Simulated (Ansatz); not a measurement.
# H₃OSSb (SMILES O[S][SbH2]): one structure at several levels

A test off equilibrium: a structure displaced at random from a GFN2-xTB minimum is computed at several levels, and each is set against CCSD(T).

The runs use Ansatz 0.2.0, Gaussian basis; single points in def2-TZVPP.

Cores are frozen in the correlated methods. Filled d shells of the heavier atoms are correlated. Core potentials replace the inner electrons past krypton, and spin-orbit coupling is left out.

## Step 1: The system as given

SMILES `O[S][SbH2]`, 6 atoms, charge 0, spin multiplicity 1.

Atoms are counted from 1 here; the program's logs count them from 0.

Bond lengths: O1–S2 1.774 Å, O1–H4 0.928 Å, S2–Sb3 2.335 Å, Sb3–H5 1.702 Å, Sb3–H6 1.748 Å. Angles: S2–O1–H4 107.1°, O1–S2–Sb3 91.7°, S2–Sb3–H5 91.0°, S2–Sb3–H6 88.1°, H5–Sb3–H6 82.5°.

Geometry (Å):

```
O    -0.0674   -1.8550   -0.1519
S    -0.9745   -0.3349   -0.0351
Sb    0.9860    0.8899    0.2915
H    -0.6861   -2.5458   -0.1119
H     0.6473    1.8520   -1.0711
H     0.0243    2.1031    1.1033
```

## Step 2: CCSD(T)/def2-TZVPP

run/in.yaml

```yaml
crystal:
  periodic: [false, false, false]
  atoms:
    - {symbol: O, position_ang: [-0.067400, -1.855000, -0.151900]}
    - {symbol: S, position_ang: [-0.974500, -0.334900, -0.035100]}
    - {symbol: Sb, position_ang: [0.986000, 0.889900, 0.291500]}
    - {symbol: H, position_ang: [-0.686100, -2.545800, -0.111900]}
    - {symbol: H, position_ang: [0.647300, 1.852000, -1.071100]}
    - {symbol: H, position_ang: [0.024300, 2.103100, 1.103300]}
basis:
  gaussian: {orbitals: def2-TZVPP}
correlation: {method: ccsd_t}
output: {forces: true}
```

The command line of these runs was not kept.

## Step 3: PBE0-D4/def2-TZVPP

Changes to run/in.yaml since step 2:

```diff
@@ -11,3 +11,3 @@
   gaussian: {orbitals: def2-TZVPP}
-correlation: {method: ccsd_t}
-output: {forces: true}
+hamiltonian: {xc: pbe0, dispersion: d4}
+output: {forces: true, orbitals: {seedname: orbitals}}
```

## Step 4: wB97M-V/def2-TZVPP

Changes to run/in.yaml since step 3:

```diff
@@ -11,3 +11,3 @@
   gaussian: {orbitals: def2-TZVPP}
-hamiltonian: {xc: pbe0, dispersion: d4}
-output: {forces: true, orbitals: {seedname: orbitals}}
+hamiltonian: {xc: {name: wB97M-V}}
+output: {forces: true}
```

## Step 5: r2SCAN-D4/def2-TZVPP

Changes to run/in.yaml since step 4:

```diff
@@ -11,3 +11,3 @@
   gaussian: {orbitals: def2-TZVPP}
-hamiltonian: {xc: {name: wB97M-V}}
+hamiltonian: {xc: r2scan, dispersion: d4}
 output: {forces: true}
```

## Step 6: PBE-D4/def2-TZVPP

Changes to run/in.yaml since step 5:

```diff
@@ -11,3 +11,3 @@
   gaussian: {orbitals: def2-TZVPP}
-hamiltonian: {xc: r2scan, dispersion: d4}
+hamiltonian: {xc: pbe, dispersion: d4}
 output: {forces: true}
```

## Step 7: CAM-B3LYP-D4/def2-TZVPP

Changes to run/in.yaml since step 6:

```diff
@@ -11,3 +11,3 @@
   gaussian: {orbitals: def2-TZVPP}
-hamiltonian: {xc: pbe, dispersion: d4}
+hamiltonian: {xc: {name: CAM-B3LYP}, dispersion: d4}
 output: {forces: true}
```

## Step 8: BLYP-D4/def2-TZVPP

Changes to run/in.yaml since step 7:

```diff
@@ -11,3 +11,3 @@
   gaussian: {orbitals: def2-TZVPP}
-hamiltonian: {xc: {name: CAM-B3LYP}, dispersion: d4}
+hamiltonian: {xc: {name: BLYP}, dispersion: d4}
 output: {forces: true}
```

(Steps that only read results are left out.)

**Question.** What will these runs give? Wanted: energy less free atoms, CCSD(T)/def2-TZVPP; RMS force component; RMS force error; HOMO and LUMO, PBE0-D4; T1 diagnostic.

The runs gave:

| quantity | value |
| --- | --- |
| energy less free atoms, CCSD(T)/def2-TZVPP | -1412.1 kJ/mol |
| RMS force component | 0.945 to 1.037 eV/Å over the methods |
| RMS force error | PBE0-D4 0.157, wB97M-V 0.128, r2SCAN-D4 0.091, PBE-D4 0.268, CAM-B3LYP-D4 0.142, BLYP-D4 0.369 eV/Å |
| HOMO and LUMO, PBE0-D4 | -6.48 and -1.47 eV |
| T1 diagnostic | 0.014 |

In words: Against CCSD(T) the functionals' energies less atoms differ by -119.9 to -47.9 kJ/mol, PBE-D4 by -119.9 kJ/mol. A larger basis would deepen the CCSD(T) value, while the functionals are nearly converged already, so the order here is not reliable. On forces the order runs from r2SCAN-D4 to BLYP-D4. Frozen-core CCSD(T) forces in triple zeta carry basis errors of their own, and this is one geometry, so small gaps rank nothing.
